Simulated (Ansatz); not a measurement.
Working through a geometry optimisation of CH₆O₂SSi, SMILES OCO[SiH2]S

Program: the Python package of Ansatz (0.2.0).

The cells in order, each with its output:

In [1]:
```python
import itertools
import warnings

import ansatz as az
from ase import Atoms
from ase.data import atomic_numbers, covalent_radii
import numpy as np

warnings.simplefilter("ignore", az.DeckWarning)

atoms = Atoms(["O", "C", "O", "Si", "S", "H", "H", "H", "H", "H", "H"], positions=[
    (-1.9108, 1.4302, -0.3702),
    (-1.2361, 0.2616, -0.2731),
    (0.1102, 0.5713, -0.3463),
    (1.2948, -0.6631, -0.1285),
    (1.4832, -0.9974, 1.9518),
    (-1.7507, 1.8347, -1.267),
    (-1.5091, -0.3937, -1.0897),
    (-1.4647, -0.1762, 0.6795),
    (2.5281, -0.29, -0.6819),
    (0.6876, -1.9023, -0.7311),
    (1.8331, 0.2678, 2.2769),
])
system = az.Crystal.molecule_from_ase(atoms)
```

In [2]:
```python
job = system.calculation()
job = job.basis(gaussian="6-31G*")
job = job.functional("pbe")
symbols = [site.symbol for site in system.cartesian_sites]
start = np.array([site.position_ang for site in system.cartesian_sites], dtype=float)
def progress(event):
    if event["event"] == "relax_step":
        row = event["data"]
        print(f"step {row['step']:3d}  E = {row['lagrangian_ev']:.6f} eV  largest force component {row['allowed_force_max_ev_ang']:.4f} eV/A")
```

In [3]:
```python
summary = job.relax(force_tolerance=0.02).session().plan().execute(on_event=progress).report
end = np.array(summary["positions_ang"])
```
```text
step   1  E = -23926.907570 eV  largest force component 3.1860 eV/A
step   2  E = -23927.244739 eV  largest force component 1.4604 eV/A
step   3  E = -23927.291151 eV  largest force component 0.5516 eV/A
step   4  E = -23927.301267 eV  largest force component 0.4403 eV/A
step   5  E = -23927.320016 eV  largest force component 0.2634 eV/A
step   6  E = -23927.331914 eV  largest force component 0.1408 eV/A
step   7  E = -23927.335205 eV  largest force component 0.0596 eV/A
step   8  E = -23927.335652 eV  largest force component 0.0379 eV/A
step   9  E = -23927.335757 eV  largest force component 0.0338 eV/A
step  10  E = -23927.335851 eV  largest force component 0.0165 eV/A
```

In [4]:
```python
print(f"E = {summary['free_energy_ev']:.6f} eV = {summary['free_energy_ev'] / 27.211386246:.7f} Ha")
print("converged:", summary["converged"], " doubts:", summary["published_state_doubts"] or "none")
```
```text
E = -23927.335886 eV = -879.3133753 Ha
converged: True  doubts: none
```

In [5]:
```python
# pairs closer than 1.2 times the sum of covalent radii, before or after
radius = [covalent_radii[atomic_numbers[s]] for s in symbols]
span = lambda where, i, j: np.linalg.norm(where[i] - where[j])
bonded = [(i, j) for i, j in itertools.combinations(range(len(symbols)), 2) if min(span(start, i, j), span(end, i, j)) < 1.2 * (radius[i] + radius[j])]
print("pair        before    after (A)")
for i, j in bonded:
    print(f"{symbols[i]}{i}-{symbols[j]}{j}".ljust(10), f"{span(start, i, j):8.4f} {span(end, i, j):8.4f}")
```
```text
pair        before    after (A)
O0-C1        1.3529   1.3928
O0-H5        0.9967   0.9802
C1-O2        1.3834   1.4373
C1-H6        1.0820   1.1138
C1-H7        1.0730   1.1040
O2-Si3       1.7247   1.6723
Si3-S4       2.1154   2.1604
Si3-H8       1.4023   1.4921
Si3-H9       1.5058   1.5013
S4-H10       1.3524   1.3614
```

Notes:
- Total energies depend on the basis set; only differences at equal settings carry meaning.
- The end point is the stationary point reached from this start; no frequency run checks that it is a minimum, and the basis set is modest.
- Finished in 23 s on 1 thread of INTEL(R) XEON(R) PLATINUM 8581C CPU @ 2.30GHz (Emerald Rapids), with other jobs on the host, peak memory 0.24 GiB.
